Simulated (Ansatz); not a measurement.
Here is an Ansatz 0.2.0 calculation.

input.yaml

```yaml
crystal:
  lattice:
    - [5.4297315514, 0.0, 0.0]
    - [-2.7148657757, 4.7022854592, 0.0]
    - [0.0, 0.0, 23.6682572471]
  atoms:
    - { symbol: Ir, position: [0.3333333333, 0.1666666667, 0.3380054525] }
    - { symbol: Ir, position: [0.3333333333, 0.6666666667, 0.3380054525] }
    - { symbol: Ir, position: [0.8333333333, 0.1666666667, 0.3380054525] }
    - { symbol: Ir, position: [0.8333333333, 0.6666666667, 0.3380054525] }
    - { symbol: Ir, position: [0.6666666667, 0.3333333333, 0.4316616351] }
    - { symbol: Ir, position: [0.6666666667, 0.8333333333, 0.4316616351] }
    - { symbol: Ir, position: [0.1666666667, 0.3333333333, 0.4316616351] }
    - { symbol: Ir, position: [0.1666666667, 0.8333333333, 0.4316616351] }
    - { symbol: Ir, position: [0.0, 0.5, 0.5253178178] }
    - { symbol: Ir, position: [0.0, 0.0, 0.5253178178] }
    - { symbol: Ir, position: [0.5, 0.5, 0.5253178178] }
    - { symbol: Ir, position: [0.5, 0.0, 0.5253178178] }
    - { symbol: O, position: [0.25, 0.5, 0.6106641945] }
    - { symbol: O, position: [0.25, 0.5, 0.6628395612] }
hamiltonian:
  xc: pbe
  pseudopotentials: { kind: paw }
kpoints:
  mp_grid: { grid: [6, 6, 1] }
scf:
  occupations: { method: fermi_dirac, width: 0.05 }
output:
  forces: true
  eigenvalues: true
  write_density: true
  write_potential: true
  elf: true
  volumetric_format: npy
efield:
  axis: 3
  dipole_correction: true
  ramp_width: 0.04
```

Potentials or basis: Ansatz PAW.

Launch:

```console
$ ansatz run input.yaml --threads 4 --pin off --max-ram 11264MiB --backend cpu --events-out ev --progress --plain --runs-dir out
```

(1) What does it give for the band gap on the k mesh?

(2) What does it give for the largest force?

Answers

(1) none (metal or under the smearing width).

(2) 1.444 eV/Å.
